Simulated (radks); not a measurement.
# Br⁶⁺ in [Ar] 3d10 4s1: an all-electron calculation

One table from this session's results is given with a row withheld; the runs are named, their logs left out.

Program: radks (a radial shooting solver on a logarithmic mesh, Libxc functionals) version 1. Level of theory: scalar-relativistic Kohn-Sham, OLYP, spin-unpolarised, spherical densities, finite nucleus. These are calculated values, not measurements, unless marked.

### What is computed

| Quantity | Value |
| --- | --- |
| element | bromine (Z = 35) |
| charge | +6 |
| electrons | 29 |
| configuration | [Ar] 3d10 4s1 |
| nuclear rms radius | 4.1629 fm |

Outer shells as boxes (Hund's rule):

Br⁶⁺
```
[Ar] core
3d [↑↓][↑↓][↑↓][↑↓][↑↓]
4s [↑ ]
```

The first run:

Settings of this run:

```text
Z 35
configuration [Ar] 3d10 4s1
relativity scalar-relativistic
functional optx,lyp
spin unpolarised
nucleus finite rms 4.1629 fm
c 137.035999084
```

The run is started by

```sh
$ python run_ks.py task.json out
```

All runs below come from this command, one after another.

Among the steps run: Self-consistent calculation.

One table of the session follows, with a row left open; its other results are not shown here.

It belongs to the step «Shells». From the orbitals of this run (lengths in bohr):

| level | <r> | outermost maximum (interpolated) | 90 % within | nodes |
| --- | --- | --- | --- | --- |
| 1s | 0.04275 | 0.0279 | 0.0765 | 0 |
| 2s | 0.1895 | 0.159 | 0.293 | 1 |
| 2p | 0.1654 | 0.127 | 0.270 | 0 |
| 3s | 0.5495 | 0.484 | 0.817 | 2 |
| 3p | 0.5607 | 0.480 | 0.854 | 1 |
| 3d | ? | ? | ? | ? |
| 4s | 1.433 | 1.30 | 2.07 | 3 |

**Question.** Estimate the row for 3d.

**Answer.** <r>: 0.5765; outermost maximum (interpolated): 0.429; 90 % within: 0.942; nodes: 0. In the column «<r>» it lies between 3p (0.5607) and 4s (1.433).

To keep in mind: Spin polarisation and multiplet splitting are left out.
